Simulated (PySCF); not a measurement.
# NaBr−: from the state search to spectroscopic constants

The task here is to estimate one member of a computed series from the others.

Program: PySCF 2.14.0. Level of theory: Na def2-SVPD, Br def2-SVPD, no relativity. These are calculated values, not measurements.

2 further runs of the same task are left out: 2 set aside as unsound or not needed.

The first run:

The job is set up so:

```json
{
 "atoms": "Na, Br",
 "charge": "-1",
 "basis": "Na def2-SVPD, Br def2-SVPD",
 "Hamiltonian": "no relativity",
 "basis functions": "59",
 "electrons treated": "47",
 "masses in u": "22.9898, 78.9183",
 "levels": "PBE0, PBE, r²SCAN, TPSS, BLYP, PBEsol, LC-ωPBE, HF, MP2, SCS-MP2, CCSD, CCSD(T)",
 "grid": "80 radial by 434 angular points",
 "occupations": "held fixed by the projection of orbital angular momentum",
 "dissociation limit": "Na + Br−, each in its ground configuration",
 "starting distance in angstrom": "2.790",
 "values of 2S to try": "1, 3"
}
```

Run with:

```bash
$ OMP_NUM_THREADS=1 python dia.py task.json out
```

Steps of the session up to this table: Set-up; The PBE0 curve of the state that the search chose; PBE (GGA); r²SCAN; TPSS; BLYP; PBEsol; LC-ωPBE (range-separated hybrid); UHF; Adding correlation.

One of the session's tables, all rows but one given; the rest of the session is left out.

It belongs to the step «The curves together». Energy (eV) from each level's lowest point:

```
R (Å)    UHF  UHF-MP2  UHF-SCS-MP2  UHF-CCSD  UHF-CCSD(T)
2.331  0.395    0.390        0.394       n/a          n/a
2.439  0.181    0.179        0.182     0.179        0.181
2.547  0.062    0.062        0.064     0.062        0.063
2.629      ?        ?            ?         ?            ?
2.710  0.000    0.000        0.000     0.000        0.000
2.791  0.002    0.002        0.002     0.002        0.002
2.900  0.027    0.026        0.025     0.027        0.026
3.035  0.081    0.080        0.078     0.081        0.079
3.198  0.161    0.160        0.158     0.163        0.160
3.415  0.275    0.277        0.274       n/a          n/a
```

Q: Estimate the row for R (Å) = 2.629 from the others.

Worked estimate for «UHF». A straight line through the neighbours (2.547, 0.062) and (2.710, 0.000) gives 0.062 + (0.000 − 0.062) × (2.629 − 2.547) / (2.710 − 2.547) = 0.031; a parabola fitted to 4 rows on both sides gives 0.015.

**Answer.** UHF: 0.018; UHF-MP2: 0.018; UHF-SCS-MP2: 0.018; UHF-CCSD: 0.018; UHF-CCSD(T): 0.018. In «UHF» the line misses by +0.013 and the parabola by -0.003.

To keep in mind: At some levels the lowest empty orbital lies below the highest filled one (the two can be of opposite spin).
